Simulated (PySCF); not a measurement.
# Mn⁺: dipole response in dyall-ae2z

Aim: the static polarisability and the C₆ coefficient of Mn⁺, method by method.

The numbers are computed with PySCF 2.14.0 (unrestricted determinants in a Gaussian basis, no spin-orbit coupling in the energies), except any that are marked as measured or tabulated.

### Step 1. What is computed

| Property | Result |
| --- | --- |
| Element | manganese (Z = 25) |
| Basis | dyall-ae2z |
| Hamiltonian | the spin-free X2C one-electron Hamiltonian (Gaussian nucleus) |
| State 1 | Mn⁺: [Ar] 3d5 4s1, high-spin 7S determinant |
| Methods | UHF, PBE, PBE0 |

Outer shells as boxes (Hund's rule):

Mn+ [Ar] 3d5 4s1
```
[Ar] core
3d [↑ ][↑ ][↑ ][↑ ][↑ ]
4s [↑ ]
```

The runs were made by one driver on top of PySCF. The scripts below sum up each run's settings (the driver also hands on starting orbitals that pick excited configurations, and frozen orbitals as a list rather than a count), and the logs come from the driver's own runs. The driver starts from symmetry-adapted Hartree-Fock orbitals, holds the occupation by maximum overlap and uses a logarithmic radial grid for functionals, so a plain start would take other cycles.

It was started by

```
$ OMP_NUM_THREADS=1 python atomrun2.py TASK.json OUT
```

The integrals over 92 functions and the set-up took 0.51 s of CPU time.

### Step 2. Mn⁺: the ladder of methods

UHF:

Input file input.py:

```python
from pyscf import gto, scf, dft, mp, cc
import basis_set_exchange as bse
mol = gto.M(atom="Mn 0 0 0", charge=1, spin=6, symmetry="D2h",
            basis=gto.basis.parse(bse.get_basis("dyall-ae2z", elements=["Mn"], fmt="nwchem", header=False)),
            nucmod="G")
mf = scf.UHF(mol).sfx2c1e()
mf.irrep_nelec = {'Ag': (6, 3), 'B1g': (1, 0), 'B2g': (1, 0), 'B3g': (1, 0), 'B1u': (2, 2), 'B2u': (2, 2), 'B3u': (2, 2)}
mf.kernel()
```

Standard output:

```text
damping factor = 0
level_shift factor = 0
DIIS = <class 'pyscf.scf.diis.CDIIS'>
diis_start_cycle = 1
diis_space = 10
diis_damp = 0
SCF conv_tol = 1e-09
SCF conv_tol_grad = None
number electrons alpha = 15  beta = 9
cycle= 1 E= -1157.16694671239  delta_E= -1.83e-10  |g|= 4.27e-06  |ddm|= 7.35e-05
converged SCF energy = -1157.16694671239  <S^2> = 12.000279  2S+1 = 7.0000798
```

Time after the integrals: 9.8 s (1 thread of Neoverse-N1, shared host).

Orbital energies by shell (radii are means over both spins):

| shell | electrons | mean orbital energy (eV) | spread (eV) | rms radius (bohr) |
| --- | --- | --- | --- | --- |
| 1s α | 1 | -6606.6 | 0 | 0.0703 |
| 1s β | 1 | -6606.6 | 0 | 0.0703 |
| 2s α | 1 | -813.31 | 0 | 0.302 |
| 2s β | 1 | -809.68 | 0 | 0.302 |
| 2p α | 3 | -686.86 | 0 | 0.273 |
| 2p β | 3 | -683.39 | 0 | 0.273 |
| 3s α | 1 | -119.28 | 0 | 0.915 |
| 3s β | 1 | -107.84 | 0 | 0.915 |
| 3p α | 3 | -82.562 | 0 | 0.987 |
| 3p β | 3 | -68.958 | 0 | 0.987 |
| 3d α | 5 | -25.130 | 0 | 1.28 |
| 4s α | 1 | -14.979 | 0 | 3.07 |

⟨S²⟩ = 12.000, ⟨L²⟩ = 0.00.

The driver then solved the coupled dipole response at imaginary frequencies: mean α = 38.52 bohr³, C₆ = 211.3 au for a like pair.

PBE:

Changes to input.py:

```diff
@@ -5,3 +5,3 @@
             nucmod="G")
-mf = scf.UHF(mol).sfx2c1e()
+mf = dft.UKS(mol, xc="PBE").sfx2c1e()
 mf.irrep_nelec = {'Ag': (6, 3), 'B1g': (1, 0), 'B2g': (1, 0), 'B3g': (1, 0), 'B1u': (2, 2), 'B2u': (2, 2), 'B3u': (2, 2)}
```

Standard output:

```text
damping factor = 0
level_shift factor = 0
DIIS = <class 'pyscf.scf.diis.CDIIS'>
diis_start_cycle = 1
diis_space = 10
diis_damp = 0
SCF conv_tol = 1e-09
SCF conv_tol_grad = None
number electrons alpha = 15  beta = 9
XC functionals = PBE
    J. P. Perdew, K. Burke, and M. Ernzerhof.,  Phys. Rev. Lett. 77, 3865 (1996)
    J. P. Perdew, K. Burke, and M. Ernzerhof.,  Phys. Rev. Lett. 78, 1396 (1997)
    J. P. Perdew, K. Burke, and M. Ernzerhof.,  Phys. Rev. Lett. 77, 3865 (1996)
    J. P. Perdew, K. Burke, and M. Ernzerhof.,  Phys. Rev. Lett. 78, 1396 (1997)
cycle= 1 E= -1158.04934070435  delta_E= -0.02  |g|= 0.0819  |ddm|= 0.229
cycle= 2 E= -1158.04765631585  delta_E= 0.00168  |g|= 0.137  |ddm|= 0.126
cycle= 3 E= -1158.05100818134  delta_E= -0.00335  |g|= 0.0109  |ddm|= 0.0487
cycle= 4 E= -1158.05103707663  delta_E= -2.89e-05  |g|= 0.000213  |ddm|= 0.00701
cycle= 5 E= -1158.05103707885  delta_E= -2.22e-09  |g|= 6.94e-05  |ddm|= 0.000152
cycle= 6 E= -1158.05103707989  delta_E= -1.04e-09  |g|= 7.7e-07  |ddm|= 4.79e-05
cycle= 7 E= -1158.05103707989  delta_E= 2.27e-13  |g|= 5.73e-08  |ddm|= 4.3e-07
converged SCF energy = -1158.05103707989  <S^2> = 12.000135  2S+1 = 7.0000386
```

Time after the integrals: 15 s (1 thread of Neoverse-N1, shared host).

The driver then solved the coupled dipole response at imaginary frequencies: mean α = 27.45 bohr³, C₆ = 142.0 au for a like pair.

PBE0:

Changes to input.py:

```diff
@@ -5,3 +5,3 @@
             nucmod="G")
-mf = dft.UKS(mol, xc="PBE").sfx2c1e()
+mf = dft.UKS(mol, xc="PBE0").sfx2c1e()
 mf.irrep_nelec = {'Ag': (6, 3), 'B1g': (1, 0), 'B2g': (1, 0), 'B3g': (1, 0), 'B1u': (2, 2), 'B2u': (2, 2), 'B3u': (2, 2)}
```

Standard output:

```text
damping factor = 0
level_shift factor = 0
DIIS = <class 'pyscf.scf.diis.CDIIS'>
diis_start_cycle = 1
diis_space = 10
diis_damp = 0
SCF conv_tol = 1e-09
SCF conv_tol_grad = None
number electrons alpha = 15  beta = 9
XC functionals = PBE0
    C. Adamo and V. Barone.,  J. Chem. Phys. 110, 6158 (1999)
    M. Ernzerhof and G. E. Scuseria.,  J. Chem. Phys. 110, 5029 (1999)
cycle= 1 E= -1158.07872669772  delta_E= -0.011  |g|= 0.0327  |ddm|= 0.161
cycle= 2 E= -1158.07873870143  delta_E= -1.2e-05  |g|= 0.0372  |ddm|= 0.0711
cycle= 3 E= -1158.07897479508  delta_E= -0.000236  |g|= 0.00157  |ddm|= 0.0122
cycle= 4 E= -1158.07897527279  delta_E= -4.78e-07  |g|= 0.000684  |ddm|= 0.0036
cycle= 5 E= -1158.07897536347  delta_E= -9.07e-08  |g|= 8.96e-05  |ddm|= 0.00108
cycle= 6 E= -1158.07897536519  delta_E= -1.72e-09  |g|= 2.72e-06  |ddm|= 0.000192
cycle= 7 E= -1158.07897536519  delta_E= -4.55e-13  |g|= 1.1e-07  |ddm|= 1.66e-06
converged SCF energy = -1158.07897536519  <S^2> = 12.000144  2S+1 = 7.0000412
```

It took 22 s on 1 thread of Neoverse-N1, shared host, the integrals not counted.

The driver then solved the coupled dipole response at imaginary frequencies: mean α = 29.69 bohr³, C₆ = 154.9 au for a like pair.

Radial density 4πr²ρ of Mn⁺ at UHF:

| r (bohr) | density | spin density |
| --- | --- | --- |
| 0.00113 | 0.222 | 0.000 |
| 0.00190 | 0.569 | 0.000 |
| 0.00320 | 1.43 | 0.000 |
| 0.00538 | 3.43 | 0.001 |
| 0.00905 | 7.70 | 0.002 |
| 0.0152 | 15.4 | 0.005 |
| 0.0256 | 25.2 | 0.006 |
| 0.0431 | 30.1 | 0.003 |
| 0.0725 | 24.8 | -0.009 |
| 0.122 | 25.6 | 0.023 |
| 0.205 | 33.1 | 0.324 |
| 0.345 | 17.1 | 1.549 |
| 0.580 | 13.2 | 3.818 |
| 0.976 | 12.0 | 3.864 |
| 1.64 | 2.86 | 1.727 |
| 2.76 | 0.602 | 0.588 |
| 4.64 | 0.0878 | 0.088 |
| 7.81 | 0.000910 | 0.001 |

### Step 3. The response side by side

Mn⁺, in atomic units:

| method | mean α | C₆ (like pair) | S(−4) |
| --- | --- | --- | --- |
| UHF | 38.52 | 211.3 | 1355 |
| PBE | 27.45 | 142.0 | 597.4 |
| PBE0 | 29.69 | 154.9 | 729.0 |

α(iu) at PBE0:

| u (hartree) | α(iu) (bohr³) |
| --- | --- |
| 0 | 29.69 |
| 0.0500 | 27.99 |
| 0.100 | 24.01 |
| 0.200 | 15.92 |
| 0.300 | 10.86 |
| 0.500 | 6.210 |
| 0.750 | 3.973 |
| 1.00 | 2.911 |
| 1.50 | 1.852 |
| 2.00 | 1.312 |
| 3.00 | 0.7736 |
| 5.00 | 0.3725 |

### Step 4. Summary of results

```
quantity                             value
α of Mn⁺  27.45 (PBE) to 38.52 (UHF) bohr³
```

**Reading.** A single London oscillator with the computed α and C₆ of Mn⁺ at UHF would have ω = 4 C₆ / (3 α²) = 0.190 hartree. The basis is finite, and no extrapolation was made.
